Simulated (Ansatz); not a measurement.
# Hf2Pd2Se2Br2O3 (Immm) in Ansatz: band structure with BLYP

Aim: the band structure of Hf2Pd2Se2Br2O3 with BLYP.

Everything below comes from runs of Ansatz 0.2.0. Logs are shortened: lines on timing, memory, paths and dates and some standing lists are left out, and cuts for length are marked.

## 1. The crystal as given

Symmetry: Immm, No. 71, orthorhombic system. Conventional cell: a = 3.785 Å, b = 5.344 Å, c = 24.568 Å, α = 90.00°, β = 90.00°, γ = 90.00°. Hf (site symmetry mm2) has 3 O at 1.94 to 1.95 Å as nearest neighbours. Pd (site symmetry mm2) has 2 Se at 2.48 Å and 1 Br at 2.54 Å as nearest neighbours. Se (site symmetry mm2) has 2 Pd at 2.48 Å and 2 Hf at 2.84 Å as nearest neighbours. Br (site symmetry mm2) has 1 Pd at 2.54 Å as nearest neighbours. Around O (site symmetry mm2) lie 2 Hf at 1.95 Å. Around O (site symmetry mmm) lie 2 Hf at 1.94 Å.

The cell was built by a generator and needn't be a form met in nature.

## 2. Band structure, BLYP

input.yaml reads:

```yaml
crystal:
  lattice:
    - [-1.89227, 2.67212, 12.28423]
    - [1.89227, -2.67212, 12.28423]
    - [1.89227, 2.67212, -12.28423]
  atoms:
    - { symbol: Hf, position: [0.92095, 0.92095, 0.0] }
    - { symbol: Hf, position: [0.07905, 0.07905, 0.0] }
    - { symbol: Pd, position: [0.68332, 0.68332, 0.0] }
    - { symbol: Pd, position: [0.31668, 0.31668, 0.0] }
    - { symbol: Se, position: [0.61777, 0.11777, 0.5] }
    - { symbol: Se, position: [0.38223, 0.88223, 0.5] }
    - { symbol: Br, position: [0.7866, 0.7866, 0.0] }
    - { symbol: Br, position: [0.2134, 0.2134, 0.0] }
    - { symbol: O, position: [0.90121, 0.40121, 0.5] }
    - { symbol: O, position: [0.09879, 0.59879, 0.5] }
    - { symbol: O, position: [0.0, 0.0, 0.0] }
kpoints:
  mp_grid: { grid: [6, 6, 6] }
  band_path:
    path:
      - [0.0, 0.0, 0.0]
      - [-0.2559321256, 0.2559321256, 0.2559321256]
      - [-0.4941029073, 0.4941029073, 0.0177613439]
      - [-0.5, 0.5, 0.0]
      - [-0.75, 0.25, 0.25]
      - [-0.5, 0.0, 0.5]
      - [-0.7440678744, -0.2559321256, 0.7440678744]
      - [-0.5, -0.5, 0.5]
    npoints: 12
scf:
  occupations: { method: fermi_dirac, width: 0.05 }
hamiltonian:
  xc: blyp
  pseudopotentials: { kind: all_electron, lapw: { basis_error: 0.002 } }
output:
  forces: true
  stress: true
  eigenvalues: true
```

Potentials or basis: all-electron LAPW, scalar-relativistic.

On the command line:

```sh
ansatz run input.yaml --threads 8 --pin off --max-ram 24576MiB --backend cpu --events-out ev --progress --plain --runs-dir out
```

The program printed:

```text
Warning: RAYON_NUM_THREADS=8 ignored (pool sized by the plan → 8); use --threads N
LAPW: plane waves up to 11.019 Å⁻¹, error target 2.0e-3 eV per atom; small_component_spin mean_spin; O in spheres of 0.818 Å, 8 of its electrons in bands, Dirac shells []; Se in spheres of 1.124 Å, 24 of its electrons in bands, Dirac shells []; Br in spheres of 1.124 Å, 25 of its electrons in bands, Dirac shells []; Pd in spheres of 1.124 Å, 34 of its electrons in bands, Dirac shells []; Hf in spheres of 1.124 Å, 44 of its electrons in bands, Dirac shells [] (how accurate: hamiltonian.pseudopotentials.lapw.basis_error, Limitations)
Engine: ansatz 0.2.0, x86_64-unknown-linux-gnu
Pseudopotentials: kind: all_electron
Pseudopotential: Hf, LAPW, valence charge 44, lapw/all_electron/scalar/gaussian/Hf, Koelling and Harmon's equation, gaussian nucleus
Pseudopotential: Pd, LAPW, valence charge 34, lapw/all_electron/scalar/gaussian/Pd, Koelling and Harmon's equation, gaussian nucleus
Pseudopotential: Se, LAPW, valence charge 24, lapw/all_electron/scalar/gaussian/Se, Koelling and Harmon's equation, gaussian nucleus
Pseudopotential: Br, LAPW, valence charge 25, lapw/all_electron/scalar/gaussian/Br, Koelling and Harmon's equation, gaussian nucleus
[... 72 lines left out ...]
  max |Σ_I F_I| component: 5.05e-29 eV/Å
--- Stress (GPa, compression-positive) ---
        4.215548       0.000000       0.000000
        0.000000       2.820299       0.000000
        0.000000       0.000000       3.947206
  P = ⅓ Tr σ = 3.6610 GPa (36.610 kbar)
--- Band table (eV; the first three rows and the last of 46) ---
  k-point 0: bands = ["-505.1990", "-505.1990", "-505.1549", "-505.1549", "-504.9196", "-504.9196", "-497.3112", "-497.3112", "-497.1820", "-496.3658", "-496.3658", "-364.1301", "-364.1301", "-364.0872", "-364.0872", "-364.0069", "-364.0069", "-314.9464", "-314.9464", "-314.8950", "-314.8950", "-314.7398", "-314.7398", "-314.7160", "-314.7160", "-314.6889", "-314.6889", "-222.0515", "-222.0515", "-198.5691", "-198.5691", "-192.0742", "-192.0742", "-192.0634", "-192.0634", "-192.0121", "-192.0121", "-191.9718", "-191.9718", "-191.9480", "-191.9480", "-157.6251", "-157.6251", "-157.5752", "-157.5752", "-157.5578", "-157.5578", "-138.1997", "-138.1997", "-138.1529", "-138.1529", "-138.0980", "-138.0980", "-74.5358", "-74.5358", "-52.7940", "-52.7931", "-51.0392", "-51.0391", "-51.0264", "-51.0263", "-51.0129", "-51.0128", "-50.9743", "-50.9742", "-50.9736", "-50.9736", "-40.5348", "-40.5345", "-40.4246", "-40.4245", "-39.8619", "-39.8618", "-38.5264", "-38.5264", "-38.5239", "-38.5239", "-38.4823", "-38.4823", "-38.4488", "-38.4488", "-38.4464", "-38.4464", "-21.7506", "-21.6106", "-21.6099", "-21.6060", "-21.4163", "-21.4121", "-8.8996", "-8.6844", "-8.4138", "-5.4150", "-4.9537", "-3.8754", "-3.8357", "-2.7143", "-2.7001", "-2.6875", "-2.6509", "-2.6369", "-2.6362", "-2.6097", "-2.6092", "-2.5988", "-2.5972", "-2.5634", "-2.5498", "-2.5233", "-2.4831", "4.0491", "4.7570", "4.9367", "4.9491", "5.0232", "5.2530", "5.3906", "5.4403", "5.4473", "5.5985", "5.6467", "5.7414", "6.1491", "6.2155", "6.4849", "6.8534", "7.3844", "7.5938", "7.6107", "7.6518", "7.7358", "7.8320", "7.9666", "8.1952", "8.3682", "8.5176", "8.5249", "8.6580", "8.8405", "10.0529", "10.3157", "11.5938", "11.8435", "11.9077", "12.1654", "12.6296", "13.4072", "13.6048", "13.6487", "14.2975", "14.4489", "14.6227", "15.4313", "15.6146", "16.2951", "16.7137", "16.8508", "17.3707", "17.5253", "17.6505", "18.3485", "18.6412", "18.8989", "19.4557", "19.4751", "19.4760", "19.7132"]
  k-point 1: bands = ["-505.1990", "-505.1990", "-505.1549", "-505.1549", "-504.9196", "-504.9196", "-497.3112", "-497.3112", "-497.1820", "-496.3658", "-496.3658", "-364.1301", "-364.1301", "-364.0872", "-364.0872", "-364.0069", "-364.0069", "-314.9464", "-314.9464", "-314.8950", "-314.8950", "-314.7398", "-314.7398", "-314.7160", "-314.7160", "-314.6889", "-314.6889", "-222.0515", "-222.0515", "-198.5691", "-198.5691", "-192.0742", "-192.0742", "-192.0634", "-192.0634", "-192.0121", "-192.0121", "-191.9718", "-191.9718", "-191.9480", "-191.9480", "-157.6251", "-157.6251", "-157.5752", "-157.5752", "-157.5578", "-157.5578", "-138.1997", "-138.1997", "-138.1529", "-138.1529", "-138.0980", "-138.0980", "-74.5357", "-74.5357", "-52.7934", "-52.7924", "-51.0392", "-51.0391", "-51.0264", "-51.0263", "-51.0129", "-51.0129", "-50.9743", "-50.9742", "-50.9736", "-50.9735", "-40.5348", "-40.5346", "-40.4253", "-40.4253", "-39.8618", "-39.8617", "-38.5264", "-38.5264", "-38.5243", "-38.5243", "-38.4823", "-38.4823", "-38.4488", "-38.4488", "-38.4463", "-38.4463", "-21.7476", "-21.6087", "-21.6084", "-21.6041", "-21.4862", "-21.4805", "-8.7455", "-8.3724", "-8.2491", "-5.3079", "-4.9538", "-3.8015", "-3.7683", "-2.7172", "-2.6993", "-2.6860", "-2.6581", "-2.6327", "-2.6277", "-2.6113", "-2.6107", "-2.5916", "-2.5902", "-2.5676", "-2.5642", "-2.4966", "-2.4719", "4.0418", "4.5687", "4.7153", "4.8408", "4.9681", "5.0547", "5.1275", "5.3856", "5.4722", "5.5824", "5.6773", "5.8224", "6.0398", "6.3210", "6.6908", "6.8129", "6.8807", "7.0755", "7.2123", "7.4156", "7.6225", "7.8579", "8.0578", "8.0603", "8.0968", "8.1814", "8.6320", "8.6807", "9.0576", "9.4991", "9.8923", "11.6277", "12.0654", "12.6993", "12.7257", "13.1290", "13.1539", "13.6033", "14.0319", "14.2384", "14.8195", "14.9123", "15.4039", "15.9356", "15.9875", "16.8214", "17.0689", "17.2862", "17.4465", "17.6136", "17.7841", "18.6148", "18.7027", "19.1295", "19.2740", "19.8281", "19.8579"]
  k-point 2: bands = ["-505.1990", "-505.1990", "-505.1549", "-505.1549", "-504.9196", "-504.9196", "-497.3112", "-497.3112", "-497.1820", "-496.3658", "-496.3658", "-364.1301", "-364.1301", "-364.0872", "-364.0872", "-364.0069", "-364.0069", "-314.9464", "-314.9464", "-314.8950", "-314.8950", "-314.7398", "-314.7398", "-314.7160", "-314.7160", "-314.6889", "-314.6889", "-222.0515", "-222.0515", "-198.5691", "-198.5691", "-192.0742", "-192.0742", "-192.0634", "-192.0634", "-192.0121", "-192.0121", "-191.9718", "-191.9718", "-191.9480", "-191.9480", "-157.6251", "-157.6251", "-157.5752", "-157.5752", "-157.5578", "-157.5578", "-138.1997", "-138.1997", "-138.1529", "-138.1529", "-138.0980", "-138.0980", "-74.5357", "-74.5357", "-52.7920", "-52.7911", "-51.0391", "-51.0391", "-51.0264", "-51.0264", "-51.0129", "-51.0129", "-50.9743", "-50.9743", "-50.9735", "-50.9735", "-40.5349", "-40.5348", "-40.4267", "-40.4267", "-39.8617", "-39.8616", "-38.5265", "-38.5265", "-38.5250", "-38.5250", "-38.4822", "-38.4822", "-38.4488", "-38.4488", "-38.4460", "-38.4460", "-21.7407", "-21.6295", "-21.6221", "-21.6049", "-21.6004", "-21.5884", "-8.6280", "-7.7067", "-7.6888", "-5.0868", "-4.9644", "-3.6309", "-3.6185", "-2.7236", "-2.6968", "-2.6832", "-2.6662", "-2.6182", "-2.6152", "-2.6134", "-2.6128", "-2.5828", "-2.5762", "-2.5749", "-2.5526", "-2.4676", "-2.4590", "3.9412", "3.9609", "4.2243", "4.4491", "4.6062", "5.0012", "5.1830", "5.2916", "5.4820", "5.5244", "5.6973", "5.6997", "5.8454", "6.1403", "6.3385", "6.4989", "6.6575", "6.7387", "6.9803", "7.1395", "7.5919", "7.6209", "7.7659", "7.9266", "8.0066", "8.0316", "8.1963", "8.7412", "8.9082", "9.3362", "9.3837", "11.5315", "12.4039", "12.9741", "13.1925", "13.5574", "13.7052", "13.7764", "13.9245", "14.7360", "14.7506", "15.1497", "15.2835", "15.8462", "16.2111", "16.4281", "16.9923", "17.2817", "17.4639", "17.8757", "18.0415", "18.5378", "19.0351", "19.6290", "19.7099", "19.7709", "20.0884"]
  k-point 45: bands = ["-505.1990", "-505.1990", "-505.1549", "-505.1549", "-504.9196", "-504.9196", "-497.3112", "-497.3112", "-497.1820", "-496.3658", "-496.3658", "-364.1301", "-364.1301", "-364.0872", "-364.0872", "-364.0069", "-364.0069", "-314.9464", "-314.9464", "-314.8950", "-314.8950", "-314.7398", "-314.7398", "-314.7160", "-314.7160", "-314.6889", "-314.6889", "-222.0515", "-222.0515", "-198.5691", "-198.5691", "-192.0742", "-192.0742", "-192.0634", "-192.0634", "-192.0121", "-192.0121", "-191.9718", "-191.9718", "-191.9480", "-191.9480", "-157.6251", "-157.6251", "-157.5752", "-157.5752", "-157.5578", "-157.5578", "-138.1997", "-138.1997", "-138.1529", "-138.1529", "-138.0980", "-138.0980", "-74.5358", "-74.5358", "-52.7940", "-52.7931", "-51.0392", "-51.0391", "-51.0264", "-51.0263", "-51.0129", "-51.0128", "-50.9743", "-50.9742", "-50.9736", "-50.9736", "-40.5348", "-40.5345", "-40.4246", "-40.4245", "-39.8619", "-39.8618", "-38.5264", "-38.5264", "-38.5239", "-38.5239", "-38.4823", "-38.4823", "-38.4488", "-38.4488", "-38.4464", "-38.4464", "-21.7506", "-21.6106", "-21.6099", "-21.6060", "-21.4163", "-21.4121", "-8.8993", "-8.6848", "-8.4137", "-5.4164", "-4.9522", "-3.8725", "-3.8385", "-2.7137", "-2.7001", "-2.6875", "-2.6514", "-2.6369", "-2.6362", "-2.6097", "-2.6092", "-2.5988", "-2.5972", "-2.5634", "-2.5498", "-2.5233", "-2.4829", "4.0149", "4.8153", "4.9129", "4.9373", "5.0215", "5.2683", "5.4424", "5.4491", "5.4905", "5.4971", "5.5941", "5.7412", "6.2258", "6.3260", "6.4137", "6.7950", "7.3808", "7.6034", "7.6107", "7.6518", "7.7540", "7.8291", "7.9423", "8.2345", "8.4017", "8.5017", "8.5176", "8.5415", "8.8603", "10.0513", "10.3162", "11.8436", "11.9076", "12.0919", "12.1557", "12.1731", "13.1788", "13.6380", "13.8000", "13.8390", "14.2930", "15.6081", "15.6235", "15.6803", "16.3347", "16.4614", "16.7104", "17.1902", "17.3432", "17.7897", "18.1703", "18.9199", "18.9497", "19.0915", "19.4753", "19.5391", "19.9306"]
```

Wall time 4.3 min (8 threads of Intel Xeon Platinum 8375C at 2.90GHz (Ice Lake), shared host); peak memory 6.2 GiB.

Results:

| Quantity | Value |
| --- | --- |
| Free energy | -1375497.7641 eV |
| Pressure | 3.7 GPa |
| Largest force | 0.321 eV/Å |
| Band gap along the path | none (metal or under the smearing width) |

Forces on the atoms (eV/Å):
```
Hf   0.000  0.000 -0.016
Hf   0.000  0.000  0.016
Pd   0.000  0.000  0.081
Pd   0.000  0.000 -0.081
Se   0.000  0.000 -0.321
Se   0.000  0.000  0.321
Br   0.000  0.000  0.104
Br   0.000  0.000 -0.104
O    0.000  0.000 -0.060
O    0.000  0.000  0.060
O    0.000  0.000  0.000
```

Levels at the corners of the path, in eV from the Fermi level:
```csv
point,band 136,band 137,band 138,band 139,band 140,band 141,band 142,band 143
Γ,-0.62,-0.61,-0.48,-0.29,0.92,1.18,2.46,2.71
X,-0.94,-0.89,-0.34,-0.32,0.07,0.08,3.34,3.50
L,-1.18,-1.17,-0.75,-0.75,0.10,0.12,2.47,3.35
T,-1.18,-1.17,-0.76,-0.75,0.10,0.12,2.47,3.35
W,-1.18,-1.17,-0.76,-0.75,0.10,0.11,2.47,3.40
R,-0.95,-0.90,-0.33,-0.33,0.06,0.09,3.34,3.49
X1,-0.94,-0.89,-0.34,-0.32,0.07,0.08,3.34,3.50
Z,-0.63,-0.62,-0.59,-0.27,0.92,1.18,2.71,2.77
```

Caveat: the k mesh is thin for a metal, which can move the energy by tens of meV per atom; spin-orbit coupling is left out, which moves the levels of the heavy elements.
